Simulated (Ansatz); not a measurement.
Predict the output of the script below (Ansatz's Python interface).

`POSCAR`
```text
BP
1.0
   0.00000000    2.26900000    2.26900000
   2.26900000    0.00000000    2.26900000
   2.26900000    2.26900000    0.00000000
B P
1 1
Direct
   0.00000000    0.00000000    0.00000000
   0.25000000    0.25000000    0.25000000
```

Script `optics.py`:
```python
"""Dielectric function of BP against photon energy."""

import warnings

import ansatz as az
from ase.io import read
import numpy as np

FUNCTIONAL = "LDA"
SMEARING = "fixed"
TOLERANCE = 1e-09

warnings.simplefilter("ignore", az.DeckWarning)

atoms = read("POSCAR", format="vasp")
bp = az.Crystal.from_ase(atoms)

base = (
    bp.calculation()
    .functional(FUNCTIONAL)
    .pseudopotentials("paw")
    .basis(34 * az.Ry)
    .kpoints(8)
    .occupations(SMEARING)  # whole-number filling, right only where there is a gap
    .scf(tolerance=TOLERANCE)
    .optics(energy_step=0.05, nscf_kmesh=(8, 8, 8), scissors=0.5)
)
result = base.run(threads=1, backend="cpu")
spectra = result.optics()
energy, filling = np.asarray(spectra.photon_energy_ev), spectra.band_filling
gapped = filling.kind == "insulating"
eps1 = np.asarray(filling.eps1 if gapped else filling.eps1_interband)[:3].mean(axis=0)
eps2 = np.asarray(filling.eps2 if gapped else filling.eps2_interband)[:3].mean(axis=0)
print("filling:", filling.kind, "- valid up to", round(spectra.valid_up_to_ev, 2), "eV,", spectra.n_bands, "bands")
top = min(12, spectra.valid_up_to_ev)
# mean of xx, yy and zz; between bands only where the bands are partly filled
print("E (eV)    eps1      eps2")
for e in np.arange(0.5, top + 0.01, 0.5):
    print(f"{e:5.1f} {np.interp(e, energy, eps1):9.3f} {np.interp(e, energy, eps2):9.3f}")
if gapped:
    print("eps_inf, bands beyond those summed included:", np.round(filling.eps_inf[:3], 3))
print("f-sum electrons:", np.round(filling.get("f_sum_n_eff"), 3))
```

```console
$ python optics.py
filling: insulating - valid up to 7.55 eV, 8 bands
E (eV)    eps1      eps2
  0.5     8.813     0.000
  1.0     8.967     0.000
  1.5     9.240     0.000
  2.0     9.663     0.000
  2.5    10.296     0.000
  3.0    11.264     0.000
  3.5    12.934     0.000
  4.0    16.603     2.494
  4.5    16.659     5.184
  5.0    17.999     7.691
  5.5    20.692    11.544
  6.0    29.983    27.646
  6.5   -13.339    30.980
  7.0    -9.484    18.481
  7.5    -8.769    11.939
eps_inf, bands beyond those summed included: [8.978 8.978 8.978]
f-sum electrons: [6.009 6.009 6.009]
```

Total energies depend on the potentials; only differences at equal settings carry meaning. A total without «per atom» is that of the whole cell that was run. The empty bands are shifted up by the scissors value typed. The starting cell is as deposited in a crystallographic database; the results hold for this polymorph, which needn't be the stable one. Independent-particle spectra on Kohn-Sham bands hold no excitons, and semilocal gaps are too small. The script silences the warnings on its input, which a real study should read. The whole script took 4.9 s on 1 thread of Arm Neoverse V2, with other jobs on the host, peak memory 0.46 GiB.
